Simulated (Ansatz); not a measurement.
**Ba: how the settings move a relaxation**

How sensitive is a relaxation of Ba to its settings? A reference run comes first, then one run with altered input.

Program: Ansatz 0.2.0. Level of theory: reference: DFT, r2SCAN, PAW with Ansatz's default frozen-core files, scalar-relativistic; relaxation of cell and atoms. These are calculated values, not measurements.

## 1. Starting point

Symmetry: Fm-3m, No. 225, cubic system. Conventional cell: a = 6.465 Å, b = 6.465 Å, c = 6.465 Å, α = 90.00°, β = 90.00°, γ = 90.00°.

Coordinates:

```cif
data_structure
_symmetry_space_group_name_H-M 'Fm-3m'
_symmetry_Int_Tables_number 225
_cell_length_a 6.4653
_cell_length_b 6.4653
_cell_length_c 6.4653
_cell_angle_alpha 90.000
_cell_angle_beta 90.000
_cell_angle_gamma 90.000
_cell_volume 270.25
loop_
_atom_site_label
_atom_site_type_symbol
_atom_site_symmetry_multiplicity
_atom_site_Wyckoff_symbol
_atom_site_fract_x
_atom_site_fract_y
_atom_site_fract_z
_atom_site_occupancy
Ba1 Ba 4 a 0.00000 0.00000 0.00000 1
```

## 2. The reference run

input.yaml reads:

```yaml
crystal:
  lattice:
    - [0.0, 3.2326650028, 3.2326650028]
    - [3.2326650028, 0.0, 3.2326650028]
    - [3.2326650028, 3.2326650028, 0.0]
  atoms:
    - { symbol: Ba, position: [0.0, 0.0, 0.0] }
kpoints:
  mp_grid: { grid: [12, 12, 12] }
scf:
  occupations: { method: fermi_dirac, width: 0.1 }
hamiltonian:
  xc: r2scan
  pseudopotentials: { kind: paw }
relax:
  f_tol: 0.002
  max_steps: 80
  cell: {}
output:
  forces: true
  stress: true
  write_density: true
  write_potential: true
  elf: true
  volumetric_format: npy
```

Run with:

```bash
$ ansatz run input.yaml --threads 2 --pin off --max-ram 10240MiB --backend cpu --events-out ev --progress --plain --runs-dir out
```

## 3. Changed: chi_scale 0.1, lower_state_search light

Edit input.yaml of step 2 so:

```diff
@@ -11,2 +11,4 @@
   occupations: { method: fermi_dirac, width: 0.1 }
+  initial_density: { chi_scale: 0.1 }
+  lower_state_search: light
 hamiltonian:
```

Before running it: what results should come out? Wanted: for each run, ending; energy change; pressure; gap; force.

The runs gave:

| run | ending | energy change | pressure (GPa) | gap (eV) | force (eV/Å) | cycles | time |
| --- | --- | --- | --- | --- | --- | --- | --- |
| reference | converged | 0 | 0.0 | 0.00 | 0.00 | 12 | 7.3 s |
| 1: chi_scale 0.1, lower_state_search light | converged | 0.0 meV/atom | 0.0 | 0.00 | 0.00 | 12 | 6.6 s |

What this shows: The changed input (start and search for lower states) leaves the energy the same to the digits printed.
